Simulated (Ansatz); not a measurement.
## MnHg in Ansatz: the effect of strain

MnHg:

```xyz
2
Lattice="3.1565 0.0000 0.0000 0.0000 3.1565 0.0000 0.0000 0.0000 3.3130" Properties=species:S:1:pos:R:3 pbc="T T T"
Hg    0.0000    0.0000    0.0000
Mn    1.5782    1.5782    1.6565
```

Alike in all runs:

* Program: Ansatz 0.2.0
* Task: band structure
* Functional: PBE
* Potentials or basis: Ansatz PAW
* Cutoff: 420 eV (not typed: the program's choice for these potentials)
* k mesh: 7 × 7 × 7
* Occupations: fermi-dirac, width 0.05 eV
* Spin: collinear spin, ferromagnetic start
* Starting moments: [0.0, 4.0] μB
* Kind of strain: biaxial
* Path: [["G", "X", "M", "G", "Z", "R", "A", "Z"], ["X", "R"], ["M", "A"]]
* Points for each segment of the path: 14

Task: One run gave: pressure 2.0 GPa; moment 3.91 μB. Which strain did it use?
A. 0
B. -0.04
C. 0.02
D. -0.01
E. -0.02

Result: A.

```tsv
strain	pressure (GPa)	moment (μB)
-0.04	10.1	3.68
-0.02	5.8	3.82
-0.01	4.0	3.88
0	2.0	3.91
0.01	0.2	3.92
0.02	-1.5	3.92
0.04	-4.1	3.97
```
